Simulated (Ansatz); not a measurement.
# C3H6OSi: the cost of one run

All numbers below are computed with Ansatz 0.2.0 (RKS BHLYP-D4/STO-3G).

### 1 Starting point

Bond lengths: O1–C2 1.238 Å, C2–C3 1.344 Å, C3–C4 1.531 Å, C2–Si5 1.912 Å, C4–Si5 1.882 Å, O1–H6 1.007 Å, C3–H7 1.108 Å, C4–H8 1.121 Å, C4–H9 1.057 Å, Si5–H10 1.463 Å, Si5–H11 1.461 Å. Angles (14 of 19 angles, heavy atoms first): O1–C2–C3 135.9°, O1–C2–Si5 129.4°, C3–C2–Si5 94.7°, C2–C3–C4 102.5°, C3–C4–Si5 90.0°, C2–Si5–C4 72.6°, C2–O1–H6 111.6°, C2–C3–H7 129.5°, C4–C3–H7 127.3°, C3–C4–H8 110.8°, C3–C4–H9 118.8°, Si5–C4–H8 110.9°, Si5–C4–H9 119.3°, C2–Si5–H10 113.2°.

As a file:

```xyz
11

O     0.1496    2.1241   -0.5820
C     0.0291    0.9555   -0.1901
C    -0.1357    0.3483    0.9977
C    -0.0238   -1.1340    0.6295
Si    0.0985   -0.6726   -1.1908
H     0.0362    2.7810    0.1728
H    -0.1679    0.7867    2.0150
H    -0.9847   -1.6714    0.8418
H     0.7442   -1.7110    1.0699
H    -1.0994   -0.9029   -1.9991
H     1.4192   -0.9606   -1.7442
```

### 2 Relaxing end A

input.yaml reads:

```yaml
crystal:
  periodic: [false, false, false]
  atoms:
    - { symbol: O, position_ang: [0.1496, 2.1241, -0.582] }
    - { symbol: C, position_ang: [0.0291, 0.9555, -0.1901] }
    - { symbol: C, position_ang: [-0.1357, 0.3483, 0.9977] }
    - { symbol: C, position_ang: [-0.0238, -1.134, 0.6295] }
    - { symbol: Si, position_ang: [0.0985, -0.6726, -1.1908] }
    - { symbol: H, position_ang: [0.0362, 2.781, 0.1728] }
    - { symbol: H, position_ang: [-0.1679, 0.7867, 2.015] }
    - { symbol: H, position_ang: [-0.9847, -1.6714, 0.8418] }
    - { symbol: H, position_ang: [0.7442, -1.711, 1.0699] }
    - { symbol: H, position_ang: [-1.0994, -0.9029, -1.9991] }
    - { symbol: H, position_ang: [1.4192, -0.9606, -1.7442] }
basis:
  gaussian: { orbitals: STO-3G }
hamiltonian:
  xc: { name: BHLYP }
  dispersion: d4
relax:
  f_tol: 0.015
  max_steps: 40
output:
  orbitals: {}
```

The run is started by

```bash
$ ansatz run input.yaml --threads 1 --pin off --max-ram 2048MiB --backend cpu --events-out ev --progress --plain --runs-dir out
```

**Question.** How long does this run take on 1 thread of Arm Neoverse V2, shared host, and how much memory does it need?

About 17 s, with a peak of 0.12 GiB.
